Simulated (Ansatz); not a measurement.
Crystal: SiF.

```
Si F
1.0
     3.02860    0.00000    0.00000
     0.00000    3.02860    0.00000
     0.00000    0.00000    3.02860
Si F
1 1
Direct
  0.50000 0.50000 0.50000
  0.00000 0.00000 0.00000
```

The cell was built by a generator and needn't be a form met in nature.

| Quantity | Value |
| --- | --- |
| Program | Ansatz 0.2.0 |
| Task | relaxation of cell and atoms |
| Functional | PBEsol |
| Dispersion | D4 |
| Potentials or basis | Ansatz PAW |
| Cutoff | 420 eV (not typed: the program's choice for these potentials) |
| k mesh | 9 × 9 × 9 |
| Occupations | fermi-dirac, width 0.05 eV |
| Spin | no spin polarisation |

At the start: volume 13.89 Å³/atom.

Where does the relaxation end?

It ends after 11 steps and the volume is 13.63 Å³/atom (-1.8 %); space group Pm-3m (No. 221, to 0.05 Å).

The path:
```tsv
step	energy change (eV)	largest force (eV/Å)	volume (Å³)
1	0.0000	0.0000	27.78
2	-0.0066	0.0000	26.12
3	-0.0064	0.0000	26.27
4	-0.0060	0.0000	26.49
5	-0.0079	0.0000	27.17
6	-0.0073	0.0000	27.38
7	-0.0079	0.0000	27.27
8	-0.0078	0.0000	27.28
9	-0.0064	0.0000	27.28
10	-0.0064	0.0000	27.27
11	-0.0063	0.0000	27.27
```

Final structure:
```
Si F
1.0
     3.00981    0.00000    0.00000
     0.00000    3.00981    0.00000
     0.00000    0.00000    3.00981
Si F
1 1
Cartesian
  1.5049 1.5049 1.5049
  0.0000 0.0000 0.0000
```

Caveat: the plane-wave basis is chosen anew once the cell has moved, so the energies of steps on either side of that aren't comparable; the pressure holds a Pulay correction of +0.5 GPa for the finite cutoff; an odd number of electrons without spin polarisation forces a metal; a magnetic or distorted state may lie lower; pairwise dispersion overbinds metals, which lowers pressure and volume; the PAW data sets come from PBE, with cores solved anew for the run's functional, which leaves a small shift of forces and pressure.
